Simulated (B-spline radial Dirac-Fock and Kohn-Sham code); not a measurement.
# Inner shells of Yb⁵⁹⁺

Wanted for ytterbium as Yb⁵⁹⁺: its X-ray form factor and Compton profile, the binding energy of each subshell and how cheaper methods do for the levels.

The numbers are computed with B-spline radial Dirac-Fock and Kohn-Sham code (version 2): a free atom or ion on a radial basis; each step names its model.

## (1) The atom as given

The Yb⁵⁹⁺ ion in the configuration [Ne] 3s1.

| Property | Result |
| --- | --- |
| nuclear charge | 70 |
| electrons | 11 |
| mass number | 174 |
| nuclear rms radius | 5.3108 fm |

## (2) X-ray scattering functions

Model: Dirac-Fock average of configuration, finite nucleus; form factor of the spherical density, Waller-Hartree incoherent function, impulse-approximation Compton profiles.

Recorded inputs:

```ini
task = scatter
Z = 70
charge = 59
configuration = 1s2 2s2 2p6 3s1
mass_number = 174
rms_radius = 5.3108  # fm
s = [0.0, 0.05, 0.06, 0.07, 0.09, 0.11, 0.13, 0.17, 0.2, 0.25, 0.31, 0.39, 0.48, 0.59, 0.73, 0.91, 1.12, 1.39, 1.72, 2.13, 2.63, 3.26, 4.03]  # 1/A
pz = [0, 0.1, 0.14, 0.2, 0.28, 0.4, 0.57, 0.8, 1.1, 1.6, 2.3, 3.2, 4.6, 6.4, 9.1, 13.0, 18.0, 26.0, 37.0, 52.0, 73.0]  # a.u.
photon_energy = [1000, 5000, 8047.8, 20000, 50000, 100000, 500000, 1000000]  # eV
```

Main fields of the result record, rounded:

```text
status: converged
form_factor [e]: [11.0, 10.998, 10.997, 10.996, 10.994, 10.991, 10.988, 10.979, 10.971, 10.955, 10.931, 10.891, 10.835, 10.753, 10.628, 10.434, 10.168, 9.7779, 9.2501, 8.5577, 7.7128, 6.7035, 5.5865]
incoherent: [6.0059e-12, 0.0027615, 0.0039758, 0.0054101, 0.0089378, 0.013341, 0.018617, 0.031763, 0.043871, 0.068258, 0.10429, 0.16335, 0.24389, 0.3607, 0.53444, 0.78992, 1.118, 1.5612, 2.1039, 2.7567, 3.5265, 4.4713, 5.5502]
compton_total [1/a.u.]: [0.28935, 0.28933, 0.2893, 0.28925, 0.28916, 0.28896, 0.28855, 0.28778, 0.28639, 0.28319, 0.27701, 0.26676, 0.24783, 0.22295, 0.19226, 0.15945, 0.11977, 0.067281, 0.031232, 0.01326, 0.005012]
shells: ["1s1/2", "2s1/2", "2p1/2", "2p3/2", "3s1/2"]
occupation: [2.0, 2.0, 2.0, 4.0, 1.0]
mean_momentum [a.u.]: [71.053, 25.928, 34.064, 30.712, 14.871]
r2 [bohr^2]: 0.098764
r_inverse [1/bohr]: 316.2
r1 [bohr]: 0.8314
coherent [b]: [80.46, 79.639, 78.322, 68.959, 41.24, 17.771, 1.2197, 0.32639]
incoherent_cross_section [b]: [0.0023762, 0.05696, 0.14052, 0.64871, 1.88, 2.9949, 2.9063, 2.2401]
```

The scattering functions against s = sin θ / λ:

```
s (1/Å)  f (e)  f / N      S(s)
      0  11.00  1.000         0
 0.0600  11.00  1.000  0.003976
 0.0900  10.99  0.999  0.008938
  0.130  10.99  0.999   0.01862
  0.200  10.97  0.997   0.04387
  0.310  10.93  0.994    0.1043
  0.480  10.84  0.985    0.2439
  0.730  10.63  0.966    0.5344
   1.12  10.17  0.924     1.118
   1.72  9.250  0.841     2.104
   2.63  7.713  0.701     3.526
   4.03  5.587  0.508     5.550
```

## (3) Hole states by ΔSCF

Model: Dirac-Fock average of configuration, Delta-SCF, finite nucleus, first-order Breit with its frequency dependence, self-energy and vacuum polarisation.

Settings, as recorded:

```ini
task = binding
```

Main fields of the result record, rounded:

```text
status: converged
shells: ["K", "L1", "L2", "L3", "M1"]
total_energy_parts [Ha]: [-10022.044, 12.0512265, -1.05415397, -0.204097433, 11.0574193, -1.90185638]
koopmans [eV]: [66617.6, 15186.4, 14736.2, 13649.4, 6244.84]
dirac_coulomb [eV]: ["-", "-", 14731.4, 13645.7, 6244.73]
gaunt [eV]: ["-", "-", -37.5465, -25.3836, -5.66892]
retardation [eV]: ["-", "-", 3.74095, 3.79481, 0.715577]
breit_frequency [eV]: ["-", "-", -0.0272713, 1.39301, -0.06227]
self_energy [eV]: ["-", "-", -0.123551, -1.44209, -4.96157]
vacuum_polarisation [eV]: ["-", "-", 0.11046, -0.0894815, 0.793776]
binding [eV]: ["-", "-", 14697.6, 13624.0, 6235.55]
mean_radius [bohr]: [0.0196411, 0.081321, 0.0675734, 0.0746736, 0.195639]
```

total_energy_parts: Dirac-Coulomb, Gaunt, retardation, frequency dependence, self-energy, vacuum polarisation. Blank entries are hole states that did not converge, or in which two open shells of one symmetry are about equally filled, where the average of configuration falls too low.

Each level as Koopmans' value plus corrections (eV):

```csv
level,-ε,relaxation,Breit,QED,binding
L2,14736.2,-4.83,-33.83,-0.01,14697.6
L3,13649.4,-3.73,-20.20,-1.53,13624.0
M1,6244.8,-0.11,-5.02,-4.17,6235.6
```

## (4) Dirac LDA, for comparison

Model: Dirac-Kohn-Sham LDA (Slater exchange, VWN correlation), finite nucleus, spherical and without spin polarisation.

Recorded inputs:

```ini
task = binding-ladder
method = lda,vwn
relativity = dirac
```

Main fields of the result record, rounded:

```text
status: converged
shells: ["K", "L1", "L2", "L3", "M1"]
minus_eigenvalue [eV]: [66015.9, 14972.7, 14573.6, 13489.7, 6189.17]
delta_scf [eV]: [66589.3, 15115.1, 14746.1, 13645.8, 6242.8]
total_energy [Ha]: -10014.5689
dirac_fock_binding [eV]: ["-", "-", 14697.6, 13624.0, 6235.55]
```

Against the Dirac-Fock value with Breit and QED (eV):

```csv
level,-ε,miss,ΔSCF,miss,Dirac-Fock
L2,14573.6,-123.9,14746.1,+48.6,14697.6
L3,13489.7,-134.2,13645.8,+21.8,13624.0
M1,6189.2,-46.4,6242.8,+7.3,6235.6
```

## (5) non-relativistic HF, for comparison

Model: non-relativistic Hartree-Fock, average of configuration, point nucleus.

Recorded inputs:

```ini
task = binding-ladder
method = hf
relativity = nr
```

Main fields of the result record, rounded:

```text
status: converged
shells: ["1s", "2s", "2p", "3s"]
minus_eigenvalue [eV]: [62052.8, 13892.7, 13523.4, 5833.65]
delta_scf [eV]: ["-", "-", 13519.8, 5833.57]
total_energy [Ha]: -9415.98394
```

Blank entries are hole states that did not converge, or in which two open shells of one symmetry are about equally filled, where the average of configuration falls too low.

Against the Dirac-Fock value with Breit and QED (eV):

```
level       -ε    miss     ΔSCF    miss  Dirac-Fock
   2p  13523.4  -458.4  13519.8  -462.0     13981.8
   3s   5833.6  -401.9   5833.6  -402.0      6235.6
```

Spin-orbit partners are averaged with weights 2j + 1.

## (6) Methods side by side

| method | level | eigenvalue miss (%) | ΔSCF miss (%) | time |
| --- | --- | --- | --- | --- |
| Dirac LDA | L2 | -0.84 | +0.33 | 0.33 s |
| non-relativistic HF | 2p | -3.28 | -3.30 | 0.07 s |
| Dirac-Fock + Breit + QED | all | - | reference | 0.63 s |

Times cover the ground state and all hole states of a step, on one thread of a shared host; states solved in an earlier step are reused, and a first call can include compiling.

## (7) What came out

| quantity | value |
| --- | --- |
| rms radius of the electron cloud | 0.0948 bohr |
| Compton profile at zero | 0.2894 1/a.u. |
| deepest level listed, L2 (2p1/2) | 14697.6 eV |
| least bound, M1 (3s) | 6235.6 eV |
| ionisation energy, NIST (theoretical) | 6236.00 eV |
| Dirac LDA, L2: eigenvalue / ΔSCF | 14573.6 / 14746.1 eV |
| non-relativistic HF, 2p: eigenvalue / ΔSCF | 13523.4 / 13519.8 eV |

**Reading.** The cloud is so compact that f stays above half of 11 out to s = 4.03 1/Å. Incoherent scattering outweighs coherent from 500 keV on, among the energies asked. The L2 (2p1/2) level lies 4.83 eV under Koopmans' value by relaxation alone; Breit gives -33.83 and QED -0.01 eV. NIST's ionisation energy differs by +0.45 eV from the least binding energy, within its stated uncertainty. Dirac LDA misses the L2 level by -0.8 % with its eigenvalue and by +0.3 % with ΔSCF, so total-energy differences mend most of the error. Non-relativistic HF misses the 2p level by -3.3 % with its eigenvalue and by -3.3 % with ΔSCF, as relativity is missing. The Hartree-Fock and Dirac-Fock values hold no electron correlation.
